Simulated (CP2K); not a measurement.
Sn3Te under changes of volume

One of the cells (28.798 Å³/atom); the others are scaled copies at fixed shape and fractional positions:

```
Te Sn
1.0
     4.86562    0.00000    0.00000
     0.00000    4.86562    0.00000
     0.00000    0.00000    4.86562
Te Sn
1 3
Direct
  0.00000 0.00000 0.00000
  0.00000 0.50000 0.50000
  0.50000 0.00000 0.50000
  0.50000 0.50000 0.00000
```

The cell comes from a database or a generator and needn't be the stable form of this composition.

```yaml
Program: CP2K 2026.2
Functional: PBE
Potentials_or_basis: POTENTIAL_UZH Te GTH-PBE-q6, Sn GTH-PBE-q4; TZVP-MOLOPT-PBE-GTH basis
Density_cutoff: 6123 eV
k_mesh: 6 × 6 × 6
Occupations: fermi-dirac, width 0.05 eV
Spin: no spin polarisation
```

```csv
volume (Å³/atom),energy over the lowest point (meV/atom),pressure (GPa)
27.070,37.96,4.9
27.646,22.58,3.6
28.222,11.41,2.5
28.798,?,?
29.373,0.47,0.5
29.949,0.00,-0.3
30.525,2.41,-1.1
```

**Question.** What does the run at 28.798 Å³/atom give?

**Answer.** Energy over the lowest point 4.15 meV/atom; pressure 1.5 GPa.

Worked out: A Birch-Murnaghan fit of order 3 (a polynomial in V^(-2/3)) to the other rows has its minimum at 29.75 Å³/atom with B0 = V·E''(V) = 43 GPa and B' = 3.8. It gives 4.18 meV/atom at 28.798 Å³/atom, against the run's 4.15, and -dE/dV = 1.5 GPa, against 1.5.

Energies are extrapolated to zero smearing.

Caveats: the basis of atomic orbitals isn't converged, which shifts pressures, moduli and gaps.
